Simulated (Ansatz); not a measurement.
# In+: energies up the ladder

Aim: energies up the ladder, for In+, with the cost of each level. Charge +1.

Program: Ansatz 0.2.0. Level of theory: the levels named in each step. These are calculated values, not measurements.

## 1. The structure to begin with

Coordinates:

```xyz
1

In    0.0000    0.0000    0.0000
```

## 2. Single point, PBE0/def2-TZVPP

Input file input.yaml:

```yaml
crystal:
  periodic: [false, false, false]
  atoms:
    - { symbol: In, position_ang: [0.0, 0.0, 0.0] }
total_charge: 1
basis:
  gaussian: { orbitals: def2-TZVPP }
hamiltonian:
  xc: pbe0
```

Started as:

```
$ ansatz run input.yaml --threads 1 --pin off --max-ram 2560MiB --backend cpu --events-out ev --progress --plain --runs-dir out
```

Further steps of the session: Single point, PBE/def2-TZVPP; Single point, r2SCAN/def2-TZVPP; Single point, B3LYP/def2-TZVPP; Single point, wB97M-V/def2-TZVPP; Single point, B2PLYP/def2-TZVPP; Single point, LDA/def2-TZVPP; Single point, PBE0/def2-SVP; Single point, PBE/def2-SVP; Single point, CCSD(T)/def2-TZVPP; Single point, CCSD(T)/def2-QZVPP.

What does the calculation give? Wanted: energy at CCSD(T)/CBS.

As calculated:

| quantity | value |
| --- | --- |
| energy at CCSD(T)/CBS | -5157.786 eV |

**Reading.** These totals serve in differences with atoms or fragments at the same level; alone they don't rank the methods. Heavy atoms carry effective core potentials in def2 sets, and spin-orbit coupling is left out.
